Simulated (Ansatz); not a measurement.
Working through a single point in a Gaussian basis of C₂H₈AlAs, SMILES C=[CH][AlH2-][AsH3+]

Computed with the Python package of Ansatz (0.2.0).

Run as a notebook:

In [1]:
```python
from pathlib import Path

import ansatz as az
from ase import Atoms
```

In [2]:
```python
atoms = Atoms(['C', 'C', 'Al', 'As', 'H', 'H', 'H', 'H', 'H', 'H', 'H', 'H'], positions=[
    [-2.4009, 0.8534, 0.2107],
    [-1.0747, 0.7875, 0.3242],
    [-0.0514, -0.7274, -0.4183],
    [2.3263, -0.396, 0.0402],
    [-2.9585, 0.0718, -0.296],
    [-2.9396, 1.6977, 0.6282],
    [-0.5342, 1.5783, 0.8342],
    [-0.2855, -0.804, -1.996],
    [-0.5427, -2.0852, 0.2632],
    [2.8508, -1.5901, 0.9028],
    [3.1033, -0.3323, -1.3152],
    [2.507, 0.9462, 0.822],
])
mol = az.Crystal.molecule_from_ase(atoms)
```

In [3]:
```python
model = mol.calculation().basis(gaussian='cc-pVDZ').functional('B3LYP').orbitals()
print(model.to_yaml())
outcome = model.run(threads=1, runs_dir='c2h8alas_runs')
summary = outcome.report
```
```text
crystal:
  periodic: [false, false, false]
  atoms:
    - { symbol: C, position_ang: [-2.4009, 0.8534, 0.2107] }
    - { symbol: C, position_ang: [-1.0747, 0.7875, 0.3242] }
    - { symbol: Al, position_ang: [-0.0514, -0.7274, -0.4183] }
    - { symbol: As, position_ang: [2.3263, -0.396, 0.0402] }
    - { symbol: H, position_ang: [-2.9585, 0.0718, -0.296] }
    - { symbol: H, position_ang: [-2.9396, 1.6977, 0.6282] }
    - { symbol: H, position_ang: [-0.5342, 1.5783, 0.8342] }
    - { symbol: H, position_ang: [-0.2855, -0.804, -1.996] }
    - { symbol: H, position_ang: [-0.5427, -2.0852, 0.2632] }
    - { symbol: H, position_ang: [2.8508, -1.5901, 0.9028] }
    - { symbol: H, position_ang: [3.1033, -0.3323, -1.3152] }
    - { symbol: H, position_ang: [2.507, 0.9462, 0.822] }
basis:
  gaussian:
    orbitals: cc-pVDZ
hamiltonian:
  xc: b3lyp
output:
  orbitals: {}
```

In [4]:
```python
summary['positions_ang']
```
Out [4]:
```text
[[-2.4009, 0.8534, 0.2107], [-1.0747, 0.7875, 0.3242], [-0.0514, -0.7274, -0.4183],
 [2.3263, -0.396, 0.0402], [-2.9585, 0.0718, -0.296], [-2.9396, 1.6977, 0.6282],
 [-0.5342, 1.5783, 0.8342], [-0.2855, -0.804, -1.996], [-0.5427, -2.0852, 0.2632],
 [2.8508, -1.5901, 0.9028], [3.1033, -0.3323, -1.3152], [2.507, 0.9462, 0.822]]
```

In [5]:
```python
summary['n_occupied'], summary['n_virtual']
```
Out [5]:
```text
([33, 33], [80, 80])
```

In [6]:
```python
summary['reference_energy_ev']
```
Out [6]:
```text
-69641.47834438724
```

In [7]:
```python
print(f'E = {summary["free_energy_ev"]:.6f} eV = {summary["free_energy_ev"] / 27.211386246:.7f} Ha')
print('converged:', summary['converged'], ' doubts:', summary['published_state_doubts'] or 'none')
```
```text
E = -69641.478344 eV = -2559.2771245 Ha
converged: True  doubts: none
```

In [8]:
```python
state = summary['mean_field']['state']
print(f'mean field: {state["energy"]["hartree"]:.7f} Ha, <S^2> = {abs(state["spin_squared"]):.4f}, stability: {state.get("stability", {}).get("kind")}')
```
```text
mean field: -2559.2771245 Ha, <S^2> = 0.0000, stability: minimum
```

In [9]:
```python
lines = Path(summary['orbitals_path']).read_text().splitlines()
field_of = lambda key: [line.split('=')[1].strip() for line in lines if line.startswith(key)]
orbitals = [(27.211386 * float(e), s, float(n)) for e, s, n in zip(field_of('Ene='), field_of('Spin='), field_of('Occup='))]
homo = max(e for e, _, n in orbitals if n > 0.5)
lumo = min(e for e, _, n in orbitals if n < 0.5)
print(f'HOMO {homo:.3f} eV, LUMO {lumo:.3f} eV, gap {lumo - homo:.3f} eV')
```
```text
HOMO -6.204 eV, LUMO -1.670 eV, gap 4.534 eV
```

Total energies depend on the basis set; only differences at equal settings carry meaning. The geometry is a force-field or estimated start, not a minimum of this method, and the basis set is short of its limit. b3lyp holds the VWN-RPA fit, as in Gaussian; the form of ORCA and Turbomole is b3lyp5. Levels such as HOMO and LUMO are orbital energies: with these approximate functionals they aren't the ionisation energy and electron affinity, and their gap isn't the fundamental gap. Hardware and time: 6.7 s on 1 thread of Arm Neoverse V1 (shared host), peak memory 0.32 GiB.
